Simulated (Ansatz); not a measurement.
**BCl₂HO (SMILES OB(Cl)Cl): a relaxed scan of the bond length O1–B2**

The task here is to estimate one member of a computed series from the others.

Program: Ansatz 0.2.0, Gaussian basis. Level of theory: single points in def2-TZVPP. These are calculated values, not measurements.

Levels: PBE-D4, r2SCAN-D4, PBE0-D4, B3LYP-D4, wB97M-V, Hartree-Fock, MP2, CCSD, CCSD(T). The scan takes 1.099, 1.156, 1.239, 1.335, 1.442, 1.558, 1.680, 1.809, 1.944 Å.

Cores are frozen in the correlated methods. B3LYP uses VWN-RPA correlation.

26 further runs of the same task are left out: 26 set aside as unsound or not needed.

### Where the work starts

The minimum, relaxed at PBE0-D4: SMILES `OB(Cl)Cl`, 5 atoms, charge 0, spin multiplicity 1.

Atoms are counted from 1 here; the program's logs count them from 0.

Bond lengths: O1–B2 1.341 Å, O1–H5 0.962 Å, B2–Cl3 1.745 Å, B2–Cl4 1.762 Å. Angles: B2–O1–H5 113.4°, O1–B2–Cl3 118.8°, O1–B2–Cl4 121.4°, Cl3–B2–Cl4 119.8°.

As a file:

```
O     0.7772    0.6575    0.3849
B    -0.1228   -0.2857    0.0724
Cl   -0.3099   -1.6557    1.1371
Cl   -1.1099   -0.1653   -1.3817
H     0.8153    1.3754   -0.2542
```

Energies of the minimum (eV), from earlier single points: PBE-D4 -27777.33418, r2SCAN-D4 -27787.65654, PBE0-D4 -27779.44361, B3LYP-D4 -27791.71849, wB97M-V -27788.69431, CCSD(T) -27758.83630.

At the minimum the bond length O1–B2 is 1.341 Å.

The first run:

relax/in.yaml reads:

```yaml
crystal:
  periodic: [false, false, false]
  atoms:
    - {symbol: O, position_ang: [0.777188, 0.657495, 0.384924]}
    - {symbol: B, position_ang: [0.039395, -0.115697, 0.128728]}
    - {symbol: Cl, position_ang: [-0.147732, -1.485710, 1.193449]}
    - {symbol: Cl, position_ang: [-0.947769, 0.004679, -1.325393]}
    - {symbol: H, position_ang: [0.815333, 1.375391, -0.254168]}
basis:
  gaussian: {orbitals: def2-TZVP}
hamiltonian: {xc: pbe0, dispersion: d4}
relax: {f_tol: 0.005, max_steps: 200, constraints: [{distance: [0, 1]}]}
```

The command line of these runs was not kept.

Steps of the session up to this table: O1–B2 = 1.099 Å; O1–B2 = 1.156 Å; O1–B2 = 1.239 Å; O1–B2 = 1.335 Å; O1–B2 = 1.442 Å; O1–B2 = 1.558 Å; O1–B2 = 1.680 Å; O1–B2 = 1.809 Å; O1–B2 = 1.944 Å.

One of the session's tables, all rows but one given; the rest of the session is left out.

It belongs to the step «The curves». Energies less that of the minimum at the same level (kJ/mol):

```
bond length (Å)  PBE-D4  PBE0-D4  B3LYP-D4  wB97M-V  Hartree-Fock
          1.099   214.8    203.6     203.5    206.9         193.1
          1.156   113.3    104.3     104.7    106.7          95.4
          1.239    31.5     26.4      26.9     27.5          20.8
          1.335     0.4      0.1       0.1      0.1          -0.3
1.341 (minimum)     0.0      0.0       0.0      0.0           0.0
          1.442       ?        ?         ?        ?             ?
          1.558    52.6     64.5      61.3     63.0          79.7
          1.680   108.9    127.6     121.7    126.0         152.3
          1.809   172.2    197.7     188.7    196.8         232.7
          1.944   236.7    268.9     256.8    268.9         314.1
```

Estimate the missing values for bond length (Å) = 1.442.

As computed: PBE-D4: 11.9; PBE0-D4: 17.3; B3LYP-D4: 16.1; wB97M-V: 16.4; Hartree-Fock: 24.0.
